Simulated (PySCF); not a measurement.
# C5H8O2Si: runs on many settings

Which settings matter for C5H8O2Si (`Cc1ccc(O[SiH3])o1`)?

Computed with PySCF 2.14.0, with density-fitted response routines of our own, on a single molecule in the gas phase. Atoms count from 0, in the outputs and in this text.

## (1) The starting structure

16 atoms, charge 0, multiplicity 1; geometry from: GFN2-xTB.

Bonds of the start (Å): C0–C1 1.49, C1–C2 1.36, C2–C3 1.42, C3–C4 1.36, C4–O5 1.32, O5–Si6 1.64, C4–O7 1.35, O7–C1 1.36, C0–H8 1.09, C0–H9 1.09, C0–H10 1.09, C2–H11 1.07, C3–H12 1.07, Si6–H13 1.45, Si6–H14 1.46, Si6–H15 1.46.

## (2) Shielding tensors: PBE0/pcSseg-1

The job: settings as JSON, then the geometry in Å.

```
{"job": {"kind": "nmr", "xc": "PBE0", "basis": "pcSseg-1"}, "charge": 0, "multiplicity": 1}
C     -2.445390    -0.812107    -0.240729
C     -1.311307     0.138900    -0.105636
C     -1.258286     1.494806    -0.047419
C      0.112046     1.852498     0.083950
C      0.793637     0.676370     0.096960
O      2.091821     0.431868     0.199033
Si     2.800873    -1.048968     0.193384
O     -0.048642    -0.371491    -0.016672
H     -3.375429    -0.257368    -0.316468
H     -2.323451    -1.428788    -1.130447
H     -2.493708    -1.475065     0.622450
H     -2.088891     2.169012    -0.091841
H      0.528221     2.834787     0.157149
H      4.177696    -0.604944     0.336267
H      2.311969    -1.851543     1.314157
H      2.521243    -1.739021    -1.065549
```

Level: GIAO PBE0/pcSseg-1 NMR shielding, non-relativistic, gas phase.

The run is started by

```console
> OMP_NUM_THREADS=1 python probes_run.py task.json out
```

One launch serves the whole session: the jobs run in the order shown.

Log:

```text
coarse grid: 14192 points
cycle   1  E = -634.5526154691  dE =  1.496e+00  |g| = 7.357e-01  |ddm| = 3.796e+00
cycle   2  E = -634.4840071253  dE =  6.861e-02  |g| = 9.679e-01  |ddm| = 1.163e+00
cycle   3  E = -634.6540383960  dE = -1.700e-01  |g| = 9.728e-02  |ddm| = 6.943e-01
cycle   4  E = -634.6555386223  dE = -1.500e-03  |g| = 4.770e-02  |ddm| = 1.038e-01
cycle   5  E = -634.6559430265  dE = -4.044e-04  |g| = 1.561e-02  |ddm| = 4.049e-02
cycle   6  E = -634.6559903461  dE = -4.732e-05  |g| = 3.383e-03  |ddm| = 1.336e-02
cycle   7  E = -634.6559925726  dE = -2.226e-06  |g| = 1.321e-03  |ddm| = 3.861e-03
final grid: 133360 points
cycle   8  E = -634.7236170113  dE = -1.633e-05  |g| = 1.404e-02  |ddm| = 2.996e-02
cycle   9  E = -634.7235524493  dE =  6.456e-05  |g| = 2.297e-02  |ddm| = 2.396e-02
cycle  10  E = -634.7236525201  dE = -1.001e-04  |g| = 2.146e-03  |ddm| = 1.677e-02
cycle  11  E = -634.7236536516  dE = -1.132e-06  |g| = 3.473e-04  |ddm| = 2.134e-03
cycle  12  E = -634.7236536722  dE = -2.060e-08  |g| = 1.342e-04  |ddm| = 3.427e-04
cycle  13  E = -634.7236536757  dE = -3.454e-09  |g| = 4.597e-05  |ddm| = 1.235e-04
cycle  14  E = -634.7236536761  dE = -4.043e-10  |g| = 1.398e-05  |ddm| = 4.408e-05
converged SCF energy = -634.7236536761

GIAO shielding tensors (ppm)
atom      isotropic    diamagn.    paramagn.     s11        s22        s33       span
  0 C      170.568     244.719     -74.152    160.116    161.671    189.915     29.799
  1 C       41.674     256.057    -214.382    -31.839     59.579     97.283    129.121
  2 C       71.379     255.387    -184.007    -12.556     75.391    151.302    163.858
  3 C       96.105     254.699    -158.593     39.475     88.924    159.916    120.440
  4 C       24.373     254.310    -229.937    -46.527     51.031     68.615    115.142
  5 O      250.669     393.841    -143.172    169.687    276.339    305.981    136.293
  6 Si     388.042     879.966    -491.924    353.773    355.603    454.748    100.975
  7 O       48.252     405.242    -356.990    -46.404     -2.736    193.896    240.300
  8 H       29.582      27.534       2.048     24.957     28.492     35.298     10.341
  9 H       29.307      28.286       1.021     24.824     27.487     35.610     10.786
 10 H       29.299      28.225       1.074     24.848     27.398     35.652     10.804
 11 H       25.512      33.084      -7.571     23.302     25.981     27.253      3.951
 12 H       26.275      32.184      -5.909     23.018     26.744     29.064      6.047
 13 H       26.853      28.671      -1.818     22.956     25.514     32.088      9.131
 14 H       26.578      29.819      -3.241     23.495     25.079     31.160      7.665
 15 H       26.584      29.811      -3.227     23.513     25.061     31.179      7.666
```

Run time: 24 s. Hardware: 1 thread of Arm Neoverse V1, shared host; peak memory 0.82 GiB.

Shifts follow as δ = σ(reference) − σ, with reference shieldings (ppm) from runs at the same level and on the same kind of geometry: 1H TMS 31.72, 13C TMS 186.9, 29Si TMS 349.2, 17O H2O 336.1. The references are single molecules in the gas phase, so shifts against H2O, NH3, PH3, H3PO4 or CFCl3 are not on the usual liquid scales and can be off by tens of ppm. Atoms listed in one row are averaged.

| atoms | environment | σ (ppm) | δ (ppm) | δ scaled to CDCl3 |
| --- | --- | --- | --- | --- |
| C4 | aromatic carbon bearing oxygen | 24.4 | 162.6 | 156.7 |
| C1 | substituted aromatic carbon next to the ring oxygen | 41.7 | 145.3 | 139.8 |
| C2 | aromatic CH | 71.4 | 115.5 | 110.9 |
| C3 | aromatic CH | 96.1 | 90.8 | 86.7 |
| C0 | methyl carbon on an aromatic ring | 170.6 | 16.4 | 14.1 |
| H11 | hydrogen on an aromatic CH | 25.51 | 6.20 | 5.95 |
| H12 | hydrogen on an aromatic CH | 26.28 | 5.44 | 5.24 |
| H13, H14, H15 | hydrogen on a silicon bonded to O | 26.67 | 5.05 | – |
| H8, H9, H10 | hydrogen on a methyl carbon on an aromatic ring | 29.40 | 2.32 | 2.29 |
| O7 | aromatic ring oxygen | 48.3 | 287.8 | – |
| O5 | oxygen bonded to C, Si | 250.7 | 85.4 | – |
| Si6 | silicon bonded to O, 3 H | 388.0 | -38.9 | – |

The scaled column applies a straight-line fit of computed shieldings to shifts measured in CDCl3 (root-mean-square error 0.16 ppm for H, 1.9 ppm for C).

The run also stored atomic charges by several schemes (e):

| atoms | Mulliken | IAO | Hirshfeld | ESP fit |
| --- | --- | --- | --- | --- |
| C0 | -0.13 | -0.43 | -0.12 | -0.66 |
| C1 | 0.06 | 0.15 | 0.05 | 0.23 |
| C2 | -0.17 | -0.23 | -0.10 | -0.25 |
| C3 | -0.13 | -0.28 | -0.12 | -0.49 |
| C4 | 0.50 | 0.35 | 0.13 | 0.46 |
| O5 | -0.60 | -0.56 | -0.19 | -0.42 |
| Si6 | 0.67 | 0.87 | 0.39 | 0.61 |
| O7 | -0.44 | -0.27 | -0.07 | -0.18 |

Mayer bond orders: C0–C1 1.09, C1–C2 1.61, C2–C3 1.23, C3–C4 1.58, C4–O5 0.99, O5–Si6 0.90, C4–O7 1.07, O7–C1 0.98.

Ring of atoms C1, C2, C3, C4, O7: NICS(0) -11.4, NICS(1) -8.8, NICS(1)zz -21.0 ppm (means of both faces).

## (3) Ultraviolet spectrum: PBE0/def2-SVPD

The job, as its differences from that of step 2:

```diff
@@ -1,2 +1,2 @@
-{"job": {"kind": "nmr", "xc": "PBE0", "basis": "pcSseg-1"}, "charge": 0, "multiplicity": 1}
+{"job": {"kind": "uv", "xc": "PBE0", "basis": "def2-SVPD", "nstates": 6, "ntriplets": 2}, "charge": 0, "multiplicity": 1}
 C     -2.445390    -0.812107    -0.240729
```

With the program's defaults for keys left out, this is: TDDFT PBE0/def2-SVPD, vertical, gas phase, core orbitals frozen in the response.

Log:

```text
coarse grid: 14192 points
cycle   1  E = -634.2539141032  dE =  1.431e+00  |g| = 7.011e-01  |ddm| = 8.680e+00
cycle   2  E = -634.1845304435  dE =  6.938e-02  |g| = 9.326e-01  |ddm| = 3.200e+00
cycle   3  E = -634.3516490969  dE = -1.671e-01  |g| = 9.509e-02  |ddm| = 1.985e+00
cycle   4  E = -634.3531049057  dE = -1.456e-03  |g| = 4.913e-02  |ddm| = 2.553e-01
cycle   5  E = -634.3535654462  dE = -4.605e-04  |g| = 1.523e-02  |ddm| = 8.482e-02
cycle   6  E = -634.3536131252  dE = -4.768e-05  |g| = 3.311e-03  |ddm| = 2.735e-02
cycle   7  E = -634.3536153320  dE = -2.207e-06  |g| = 1.298e-03  |ddm| = 1.020e-02
final grid: 133360 points
cycle   8  E = -634.4501116100  dE = -1.741e-05  |g| = 1.288e-02  |ddm| = 1.931e-01
cycle   9  E = -634.4500510791  dE =  6.053e-05  |g| = 2.144e-02  |ddm| = 5.375e-02
cycle  10  E = -634.4501438812  dE = -9.280e-05  |g| = 2.022e-03  |ddm| = 3.636e-02
cycle  11  E = -634.4501449323  dE = -1.051e-06  |g| = 3.014e-04  |ddm| = 4.610e-03
cycle  12  E = -634.4501449492  dE = -1.689e-08  |g| = 1.194e-04  |ddm| = 7.854e-04
cycle  13  E = -634.4501449519  dE = -2.728e-09  |g| = 4.470e-05  |ddm| = 2.722e-04
cycle  14  E = -634.4501449523  dE = -4.025e-10  |g| = 1.377e-05  |ddm| = 8.744e-05
converged SCF energy = -634.4501449523

Static polarisability (au): isotropic 89.805, principal 65.128 93.071 111.217

Singlet excitations
state   eV       nm        f      main configurations
  1   4.8476    255.8   0.00018   H->L 0.98
  2   5.5024    225.3   0.00158   H->L+2 0.90
  3   5.7297    216.4   0.26407   H->L+1 0.97
  4   5.9492    208.4   0.00296   H->L+3 0.91
  5   6.3185    196.2   0.00035   H->L+5 0.80, H->L+6 0.17
  6   6.3490    195.3   0.05589   H->L+4 0.91

Triplet excitations (Tamm-Dancoff, eV): 3.8026 4.7599
```

Wall time 36 s (1 thread of Arm Neoverse V1, shared host); peak memory 0.96 GiB.

The orbitals next to the gap, with their largest atomic shares:

| orbital | eV | atoms |
| --- | --- | --- |
| HOMO−3 | -9.60 | Si6 28 %, O5 25 %, H13 18 % |
| HOMO−2 | -9.59 | Si6 30 %, H14 24 %, O5 18 % |
| HOMO−1 | -8.01 | C2 30 %, C3 26 %, O7 19 % |
| HOMO | -5.77 | C1 23 %, C4 19 %, C3 17 % |
| LUMO | 0.10 | Si6 40 %, H15 12 %, H14 12 % |
| LUMO+1 | 0.62 | C1 18 %, C4 17 %, O7 15 % |
| LUMO+2 | 0.67 | Si6 40 %, C0 8 %, H14 8 % |

With each of the 6 states as a Gaussian band of 0.4 eV half-width at 1/e, the curve within the window shown has maxima at 215 nm (ε 11,000) L/(mol cm). Beyond the last state computed it falls off for lack of states. The curve at chosen wavelengths:

| nm | ε (L/mol/cm) |
| --- | --- |
| 186 | 1357 |
| 190 | 2195 |
| 194 | 3095 |
| 199 | 4561 |
| 203 | 6303 |
| 207 | 8409 |
| 211 | 10233 |
| 215 | 11040 |
| 220 | 10171 |
| 224 | 8330 |
| 228 | 6119 |
| 232 | 4075 |
| 236 | 2486 |
| 241 | 1202 |
| 245 | 625 |
| 249 | 308 |
| 253 | 146 |
| 257 | 68 |
| 262 | 27 |
| 266 | 14 |
| 270 | 8 |
| 274 | 5 |
| 278 | 3 |
| 283 | 2 |
| 287 | 1 |
| 291 | 1 |

Ground-state properties from the same run:

| property | computed |
| --- | --- |
| dipole moment (D) | 0.96 |
| polarisability (Å³) | 13.31 |
| HOMO–LUMO gap (eV) | 5.86 |
| −ε(HOMO) (eV) | 5.77 |

## (4) Ultraviolet spectrum: PBE0/pcSseg-0

The job, as its differences from that of step 3:

```diff
@@ -1,2 +1,2 @@
-{"job": {"kind": "uv", "xc": "PBE0", "basis": "def2-SVPD", "nstates": 6, "ntriplets": 2}, "charge": 0, "multiplicity": 1}
+{"job": {"kind": "uv", "xc": "PBE0", "basis": "pcSseg-0", "nstates": 12, "ntriplets": 0, "tda": false}, "charge": 0, "multiplicity": 1}
 C     -2.445390    -0.812107    -0.240729
```

Method: TDDFT PBE0/pcSseg-0, vertical, gas phase, core orbitals frozen in the response.

Log:

```text
coarse grid: 14192 points
cycle   1  E = -633.5489841937  dE =  1.495e+00  |g| = 6.720e-01  |ddm| = 4.308e+00
cycle   2  E = -633.4849228639  dE =  6.406e-02  |g| = 9.074e-01  |ddm| = 1.728e+00
cycle   3  E = -633.6408413774  dE = -1.559e-01  |g| = 8.221e-02  |ddm| = 9.669e-01
cycle   4  E = -633.6418815288  dE = -1.040e-03  |g| = 4.717e-02  |ddm| = 1.479e-01
cycle   5  E = -633.6423009339  dE = -4.194e-04  |g| = 1.207e-02  |ddm| = 5.405e-02
cycle   6  E = -633.6423327650  dE = -3.183e-05  |g| = 2.373e-03  |ddm| = 1.389e-02
cycle   7  E = -633.6423338417  dE = -1.077e-06  |g| = 1.145e-03  |ddm| = 4.001e-03
final grid: 133360 points
cycle   8  E = -633.6151893490  dE = -2.160e-05  |g| = 7.200e-03  |ddm| = 2.610e-02
cycle   9  E = -633.6151715990  dE =  1.775e-05  |g| = 1.163e-02  |ddm| = 1.854e-02
cycle  10  E = -633.6152001928  dE = -2.859e-05  |g| = 1.117e-03  |ddm| = 1.267e-02
cycle  11  E = -633.6152005034  dE = -3.106e-07  |g| = 2.133e-04  |ddm| = 1.607e-03
cycle  12  E = -633.6152005109  dE = -7.476e-09  |g| = 1.026e-04  |ddm| = 3.327e-04
cycle  13  E = -633.6152005130  dE = -2.141e-09  |g| = 2.895e-05  |ddm| = 1.336e-04
cycle  14  E = -633.6152005132  dE = -1.849e-10  |g| = 5.819e-06  |ddm| = 3.442e-05
converged SCF energy = -633.6152005132

Static polarisability (au): isotropic 73.181, principal 49.865 76.616 93.061

Singlet excitations
state   eV       nm        f      main configurations
  1   5.3298    232.6   0.00036   H->L 0.99
  2   6.0054    206.5   0.30053   H->L+1 0.98
  3   7.0255    176.5   0.05851   H->L+2 0.72, H-1->L+1 0.26
  4   7.3010    169.8   0.00629   H->L+3 0.94
  5   7.4611    166.2   0.00531   H->L+4 0.89
  6   7.7494    160.0   0.00048   H-1->L 0.97
  7   7.8971    157.0   0.07776   H->L+5 0.67, H-1->L+1 0.19, H->L+2 0.11
  8   7.9365    156.2   0.00033   H->L+6 0.85, H->L+7 0.10
  9   8.0217    154.6   0.00563   H->L+7 0.83, H->L+6 0.11
 10   8.6047    144.1   0.12489   H-2->L 0.93
 11   8.7430    141.8   0.00765   H-3->L 0.88
 12   8.8371    140.3   0.47127   H-1->L+1 0.46, H->L+5 0.28, H->L+2 0.12
```

Wall time 11 s (1 thread of Arm Neoverse V1, shared host); peak memory 0.57 GiB.

This run: HOMO -5.90 eV, LUMO 0.50 eV; lowest singlet 5.33 eV.

## (5) NMR shieldings: KT3/6-31G

The job, as its differences from that of step 4:

```diff
@@ -1,2 +1,2 @@
-{"job": {"kind": "uv", "xc": "PBE0", "basis": "pcSseg-0", "nstates": 12, "ntriplets": 0, "tda": false}, "charge": 0, "multiplicity": 1}
+{"job": {"kind": "nmr", "xc": "KT3", "basis": "6-31G", "pop": true}, "charge": 0, "multiplicity": 1}
 C     -2.445390    -0.812107    -0.240729
```

With the program's defaults for keys left out, this is: GIAO KT3/6-31G NMR shielding, non-relativistic, gas phase.

Log:

```text
coarse grid: 14192 points
cycle   1  E = -642.5628320538  dE =  1.456e+00  |g| = 8.850e-01  |ddm| = 4.105e+00
cycle   2  E = -642.2163411873  dE =  3.465e-01  |g| = 1.552e+00  |ddm| = 2.693e+00
cycle   3  E = -642.7223491157  dE = -5.060e-01  |g| = 2.289e-01  |ddm| = 1.913e+00
cycle   4  E = -642.7330352157  dE = -1.069e-02  |g| = 9.584e-02  |ddm| = 3.605e-01
cycle   5  E = -642.7350444535  dE = -2.009e-03  |g| = 3.498e-02  |ddm| = 1.349e-01
cycle   6  E = -642.7353713292  dE = -3.269e-04  |g| = 7.552e-03  |ddm| = 4.688e-02
cycle   7  E = -642.7353838588  dE = -1.253e-05  |g| = 3.893e-03  |ddm| = 1.257e-02
cycle   8  E = -642.7353879823  dE = -4.123e-06  |g| = 9.115e-04  |ddm| = 5.343e-03
final grid: 133360 points
cycle   9  E = -642.5883600625  dE = -5.388e-05  |g| = 1.881e-02  |ddm| = 6.293e-02
cycle  10  E = -642.5881340221  dE =  2.260e-04  |g| = 3.798e-02  |ddm| = 5.071e-02
cycle  11  E = -642.5884205481  dE = -2.865e-04  |g| = 4.766e-03  |ddm| = 3.960e-02
cycle  12  E = -642.5884274179  dE = -6.870e-06  |g| = 7.192e-04  |ddm| = 6.593e-03
cycle  13  E = -642.5884275352  dE = -1.173e-07  |g| = 2.210e-04  |ddm| = 1.053e-03
cycle  14  E = -642.5884275463  dE = -1.117e-08  |g| = 1.057e-04  |ddm| = 3.851e-04
cycle  15  E = -642.5884275492  dE = -2.855e-09  |g| = 1.383e-05  |ddm| = 1.362e-04
cycle  16  E = -642.5884275492  dE = -5.934e-11  |g| = 3.005e-06  |ddm| = 2.807e-05
converged SCF energy = -642.5884275492

GIAO shielding tensors (ppm)
atom      isotropic    diamagn.    paramagn.     s11        s22        s33       span
  0 C      181.387     248.929     -67.542    171.751    172.701    199.709     27.958
  1 C       70.357     254.074    -183.717     21.841     78.870    110.360     88.519
  2 C       97.867     261.629    -163.762     35.781     97.717    160.104    124.322
  3 C      119.064     257.974    -138.911     77.789    108.351    171.050     93.261
  4 C       56.908     256.876    -199.969      5.952     75.658     89.112     83.160
  5 O      264.137     396.010    -131.873    162.555    303.819    326.038    163.482
  6 Si     456.354     881.540    -425.185    417.516    418.282    533.266    115.750
  7 O       77.718     409.936    -332.218     -8.788     38.358    203.583    212.372
  8 H       31.272      29.506       1.766     26.885     30.272     36.661      9.776
  9 H       30.777      29.968       0.809     26.366     29.182     36.784     10.418
 10 H       30.767      29.929       0.838     26.368     29.101     36.833     10.465
 11 H       27.399      30.797      -3.398     25.194     27.814     29.190      3.996
 12 H       28.086      30.758      -2.672     25.084     27.868     31.308      6.224
 13 H       28.099      30.566      -2.467     23.408     26.839     34.052     10.644
 14 H       27.830      29.863      -2.033     24.055     26.380     33.056      9.001
 15 H       27.837      29.859      -2.022     24.069     26.372     33.072      9.003
```

Run time: 21 s. Hardware: 1 thread of Arm Neoverse V1, shared host; peak memory 0.49 GiB.

This run: δ C4 141.1, C1 127.7, C2 100.2, C3 79.0, H11 5.81, H13 5.28 ppm (means over like atoms).

## (6) Shielding tensors: X3LYP/pcSseg-1

The job, as its differences from that of step 5:

```diff
@@ -1,2 +1,2 @@
-{"job": {"kind": "nmr", "xc": "KT3", "basis": "6-31G", "pop": true}, "charge": 0, "multiplicity": 1}
+{"job": {"kind": "nmr", "xc": "X3LYP", "basis": "pcSseg-1", "pop": false, "scf": {"conv": 1e-06}}, "charge": 0, "multiplicity": 1}
 C     -2.445390    -0.812107    -0.240729
```

Method: GIAO X3LYP/pcSseg-1 NMR shielding, non-relativistic, gas phase.

Log:

```text
final grid: 133360 points
cycle   1  E = -634.9511142298  dE =  1.464e+00  |g| = 8.202e-01  |ddm| = 3.814e+00
cycle   2  E = -634.8398080521  dE =  1.113e-01  |g| = 1.140e+00  |ddm| = 1.348e+00
cycle   3  E = -635.0736415914  dE = -2.338e-01  |g| = 1.145e-01  |ddm| = 8.310e-01
cycle   4  E = -635.0756890038  dE = -2.047e-03  |g| = 5.479e-02  |ddm| = 1.185e-01
cycle   5  E = -635.0762412269  dE = -5.522e-04  |g| = 1.789e-02  |ddm| = 4.833e-02
cycle   6  E = -635.0763053341  dE = -6.411e-05  |g| = 3.760e-03  |ddm| = 1.584e-02
cycle   7  E = -635.0763080475  dE = -2.713e-06  |g| = 1.439e-03  |ddm| = 4.136e-03
cycle   8  E = -635.0763085480  dE = -5.005e-07  |g| = 3.237e-04  |ddm| = 1.516e-03
converged SCF energy = -635.0763085480

GIAO shielding tensors (ppm)
atom      isotropic    diamagn.    paramagn.     s11        s22        s33       span
  0 C      165.756     244.421     -78.665    155.253    156.362    185.652     30.399
  1 C       34.948     255.897    -220.949    -39.501     52.658     91.688    131.189
  2 C       66.060     254.804    -188.745    -19.071     70.772    146.478    165.549
  3 C       90.848     254.387    -163.539     33.245     84.255    155.043    121.798
  4 C       17.413     254.658    -237.245    -55.052     44.090     63.200    118.252
  5 O      245.716     394.658    -148.942    165.222    271.123    300.802    135.579
  6 Si     381.376     879.738    -498.362    348.059    349.062    447.006     98.947
  7 O       44.541     406.188    -361.647    -49.714     -7.761    191.098    240.812
  8 H       29.699      27.510       2.189     25.238     28.730     35.128      9.890
  9 H       29.396      28.621       0.775     25.073     27.660     35.454     10.381
 10 H       29.387      28.552       0.835     25.095     27.569     35.496     10.401
 11 H       25.696      33.111      -7.415     23.608     26.094     27.385      3.777
 12 H       26.437      32.293      -5.855     23.324     27.017     28.971      5.648
 13 H       27.054      28.841      -1.787     23.180     25.732     32.250      9.070
 14 H       26.761      30.081      -3.320     23.726     25.261     31.294      7.568
 15 H       26.767      30.073      -3.306     23.744     25.244     31.313      7.569
```

Wall time 21 s (1 thread of Arm Neoverse V1, shared host); peak memory 0.83 GiB.

In short: δ C4 164.8, C1 147.2, C2 116.1, C3 91.3, H11 6.11, H12 5.37 ppm.

## (7) Run by run: NMR shifts

Shifts (ppm) of some atoms, chosen among heavy atoms and hydrogens apart, means over like atoms, with basis size and wall time:

| run | C4 | C1 | H11 | H13 | O7 | O5 | Si6 | functions | time |
| --- | --- | --- | --- | --- | --- | --- | --- | --- | --- |
| PBE0/pcSseg-1 | 162.6 | 145.3 | 6.20 | 5.05 | 287.8 | 85.4 | -38.9 | 183 | 24 s |
| KT3/6-31G | 141.1 | 127.7 | 5.81 | 5.28 | 231.7 | 45.3 | -29.8 | 92 | 21 s |
| X3LYP/pcSseg-1 | 164.8 | 147.2 | 6.11 | 4.95 | 292.2 | 91.0 | -46.1 | 183 | 21 s |

## (8) Comparing the runs: electronic excitations

Excitations and ground-state properties, with basis size and wall time:

| run | lowest singlet (eV) | brightest (eV) | f | gap (eV) | α (Å³) | μ (D) | functions | time |
| --- | --- | --- | --- | --- | --- | --- | --- | --- |
| PBE0/def2-SVPD | 4.85 | 5.73 | 0.264 | 5.86 | 13.31 | 0.96 | 234 | 36 s |
| PBE0/pcSseg-0 | 5.33 | 8.84 | 0.471 | 6.40 | 10.84 | 1.30 | 92 | 11 s |

## (9) Results

```
                                                              quantity                                value
                                13C shifts against TMS (PBE0/pcSseg-1)  162.6, 145.3, 115.5, 90.8, 16.4 ppm
1H shifts against TMS (PBE0/pcSseg-1, means over atoms taken as alike)           6.20, 5.44, 5.05, 2.32 ppm
                                17O shifts against H2O (PBE0/pcSseg-1)                      287.8, 85.4 ppm
                               29Si shifts against TMS (PBE0/pcSseg-1)                            -38.9 ppm
                                       lowest singlet (PBE0/def2-SVPD)          4.85 eV (256 nm), f = 0.000
                              brightest single state of those computed          state 3, 5.73 eV, f = 0.264
                                                        lowest triplet                              3.80 eV
                                              range of the shift of O7                   231.7 to 292.2 ppm
                                           range of the lowest singlet                      4.85 to 5.33 eV
```

What this shows: Single values in the summary come from the first run of each kind that ended normally (PBE0/pcSseg-1; PBE0/def2-SVPD), which need not be the best level. At PBE0/pcSseg-1: The widest tensor belongs to O7: span 240 ppm, with a paramagnetic part of -357 ppm. NICS(1)zz of -21 ppm above the planar ring from C1 marks a diatropic (aromatic) ring current. The lowest singlet, at 4.85 eV, is HOMO→LUMO 0.98 and is dark; of the 6 states computed, the strongest absorption comes from state 3 at 5.73 eV. The lowest triplet lies 1.04 eV below the lowest singlet (triplets in Tamm-Dancoff, singlets in full TDDFT). Across the 3 runs the shift of O7 moves most, between 231.7 (KT3/6-31G) and 292.2 ppm (X3LYP/pcSseg-1). Part of that comes from the computed reference. The lowest singlet runs from 4.85 eV (PBE0/def2-SVPD) to 5.33 eV (PBE0/pcSseg-0), while the orbital gap spans 5.86 to 6.40 eV. The lowest state need not be the same one in every run. The runs solved for a few states only, so the brightest column depends on that window.
